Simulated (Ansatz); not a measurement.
# GeH4O (triplet): wave-function methods side by side at distance Ge1–H5 along a hydrogen transfer = 2.053 Å, cc-pVDZ

An exercise on one series of results from a longer session: the logs are not shown, and one member is left open.

Method: cc-pVDZ, core rule «outside noble gas», up to 15 orbitals frozen; program: Ansatz 0.2.0, Gaussian basis.

Plan: UHF; CCSD(T) on ROHF; CCSD(T) on UHF; BCCD(T) on ROHF; CISD; CCSDT(Q) on ROHF; CCSDT(Q) on UHF; CASSCF and MRCISD+Q, 4 electrons in 4 orbitals; CASSCF and NEVPT2, 4 electrons in 4 orbitals.

15 further runs of the same task are left out: 13 that didn't finish, 2 set aside as unsound or not needed.

**The system**

The geometry derives from fragments relaxed apart (PBE0/def2-TZVP) and kept rigid, so it is no stationary point. A hydrogen atom is moved between rigid fragments. No spin-orbit coupling is included. The filled d shell of Ge may be among the frozen orbitals whatever the setting's name suggests; the logs give the count.

6 atoms, charge 0, spin multiplicity 3.

Atoms are counted from 1 here; the program's logs count them from 0.

Bond lengths: Ge1–H2 1.534 Å, Ge1–H3 1.534 Å, Ge1–H4 1.534 Å, H5–O6 1.198 Å. Angles: H2–Ge1–H3 109.5°, H2–Ge1–H4 109.5°, H3–Ge1–H4 109.5°.

Geometry (Å):

```
Ge   -0.5669    0.0000    0.0000
H    -1.0784    1.4466    0.0000
H    -1.0784   -0.7233    1.2528
H    -1.0784   -0.7233   -1.2528
H     1.4861    0.0000    0.0000
O     2.6841    0.0000    0.0000
```

Set-up of the first run:

The input, in.yaml:

```yaml
crystal:
  periodic: [false, false, false]
  atoms:
    - {symbol: Ge, position_ang: [-0.566917, 0.000000, 0.000000]}
    - {symbol: H, position_ang: [-1.078367, 1.446599, 0.000000]}
    - {symbol: H, position_ang: [-1.078366, -0.723300, 1.252792]}
    - {symbol: H, position_ang: [-1.078367, -0.723299, -1.252792]}
    - {symbol: H, position_ang: [1.486083, 0.000000, 0.000000]}
    - {symbol: O, position_ang: [2.684083, 0.000000, 0.000000]}
basis:
  gaussian: {orbitals: cc-pVDZ}
magnetization: {spin_polarized: true, initial_magnetization: 2}
hamiltonian: {xc: hf}
output: {orbitals: {seedname: orbitals}}
```

On the command line:

```
$ ansatz run in.yaml --threads 1 --pin off --events-out ev --progress --plain --max-ram 2393MiB
```

Steps of the session up to this table: UHF; CCSD(T) on ROHF; CCSD(T) on UHF; BCCD(T) on ROHF; CISD; CCSDT(Q) on ROHF; CCSDT(Q) on UHF; CASSCF and MRCISD+Q, 4 electrons in 4 orbitals; CASSCF and NEVPT2, 4 electrons in 4 orbitals.

One table of the session follows, with a row left open; its other results are not shown here.

| method | from UCCSDT(Q) (meV) |
| --- | --- |
| ROHF | ? |
| UHF | +8047.8 |
| RMP2 | +1294.8 |
| UMP2 | +1371.3 |
| CISD | +881.4 |
| RCCSD | +187.4 |
| UCCSD | +176.6 |
| RCCSD(T) | +41.9 |
| UCCSD(T) | +38.8 |
| BCCD(T) | +41.6 |
| RCCSDT | +15.8 |
| UCCSDT | +11.7 |
| RCCSDT(Q) | +3.6 |
| UCCSDT(Q) | 0 |
| CASSCF pair | +7440.9 |
| NEVPT2 pair | +1202.8 |
| MRCISD pair | +709.0 |
| MRCISD+Q pair | +80.2 |

Q: Estimate the row for ROHF from the others.

**Answer.** from UCCSDT(Q) (meV): +8397.0. In the column «from UCCSDT(Q) (meV)» it is the highest.

Limits of these values: Restricted and unrestricted rows rest on different reference determinants; where their highest levels disagree by more than a few hundredths of an eV, they describe different states and don't form one ladder.
